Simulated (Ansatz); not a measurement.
MgO, space group Fm-3m, a convergence test of the k-point mesh

Program: Ansatz's Python interface.

The cells in order, each with its output:

**Cell 1**
```python
import ansatz as az
import matplotlib.pyplot as plt
from pymatgen.core import Lattice, Structure
from pymatgen.io.ase import AseAtomsAdaptor
```

**Cell 2**
```python
XC = "PBEsol"
SMEARING = "Fixed"
```

**Cell 3**
```python
pmg_structure = Structure(
    Lattice([(0.0, 2.1085, 2.1085), (2.1085, 0.0, 2.1085), (2.1085, 2.1085, 0.0)]),
    ["Mg", "O"],
    [
        (0.0, 0.0, 0.0),
        (0.5, 0.5, 0.5),
    ],
)
structure = az.Crystal.from_ase(AseAtomsAdaptor.get_atoms(pmg_structure))
```

**Cell 4**
```python
[site.symbol for site in structure.resolved().sites]
```
Output:
```text
['Mg', 'O']
```

**Cell 5**
```python
calculation = structure.calculation().functional(XC).pseudopotentials("paw").occupations(SMEARING).forces().stress()
```

**Cell 6**
```python
rows = []
for value in [(4, 4, 4), (6, 6, 6), (8, 8, 8), (10, 10, 10), (12, 12, 12)]:
    summary = calculation.kpoints(mesh=value).run().report
    rows.append((value, summary["free_energy_ev"] / len(summary["lattice"]["sites"]), summary["n_iterations"], sum(summary["stress_gpa"][i][i] for i in range(3)) / 3, max(abs(f) for row in summary["forces_ev_ang"] for f in row), summary["n_kpoints"]))
```
Output:
```text
DeckWarning: basis.ecutwfc = 420 eV, auto-derived from the records' recommended cutoffs: set by Mg (normal level)
```

**Cell 7**
```python
print("        mesh   F/atom (eV)    iterations       P (GPa)  max component (eV/A)      k-points")
for row in rows:
    print(f"{str(row[0]):>12s}  {row[1]:12.5f}  {row[2]:12d}  {row[3]:12.3f}  {row[4]:20.4f}  {row[5]:12d}")
```
Output:
```text
        mesh   F/atom (eV)    iterations       P (GPa)  max component (eV/A)      k-points
   (4, 4, 4)   -1237.92883             6        -0.299                0.0000             8
   (6, 6, 6)   -1237.93548             6        -0.332                0.0000            16
   (8, 8, 8)   -1237.93564             6        -0.326                0.0000            29
(10, 10, 10)   -1237.93569             6        -0.321                0.0000            47
(12, 12, 12)   -1237.93569             6        -0.320                0.0000            72
```

**Cell 8**
```python
for row in rows[:-1]:
    shift = 1000 * (row[1] - rows[-1][1])
    print(f"{row[0]}: {shift:+.2f} meV/atom" + ("  (within 5 meV)" if abs(shift) < 5 else ""))
plt.figure(figsize=(4.5, 3))
plt.plot([str(row[0]) for row in rows], [1000 * (row[1] - rows[-1][1]) for row in rows], "o-")
plt.xlabel("mesh")
plt.ylabel("F - F(last) (meV/atom)")
plt.tight_layout()
plt.savefig("kconv.png", dpi=100)
```
Output:
```text
(4, 4, 4): +6.86 meV/atom
(6, 6, 6): +0.21 meV/atom  (within 5 meV)
(8, 8, 8): +0.05 meV/atom  (within 5 meV)
(10, 10, 10): -0.00 meV/atom  (within 5 meV)
```

From 6×6×6 on it stays within 5 meV an atom of the value at 12×12×12; the first row (4×4×4) is off by 6.9 meV and the last but one by 0.00 meV. The pressure moves from -0.30 to -0.32 GPa.

Forces vanish by symmetry here and test nothing. Of the deposited cell: the entry's cell lengths or inner coordinates differ somewhat from later room-temperature determinations. Pressure is positive in compression. The structure is a deposited one; some such entries were measured under pressure or heat, so a shift against it needn't be the functional's error alone. Warnings are shown shortened and without file and line. Shifts are counted from the finest mesh, which is itself no proven limit. Run time: 4.9 s on 1 thread of Arm Neoverse V1, on a shared host, peak memory 0.42 GiB.
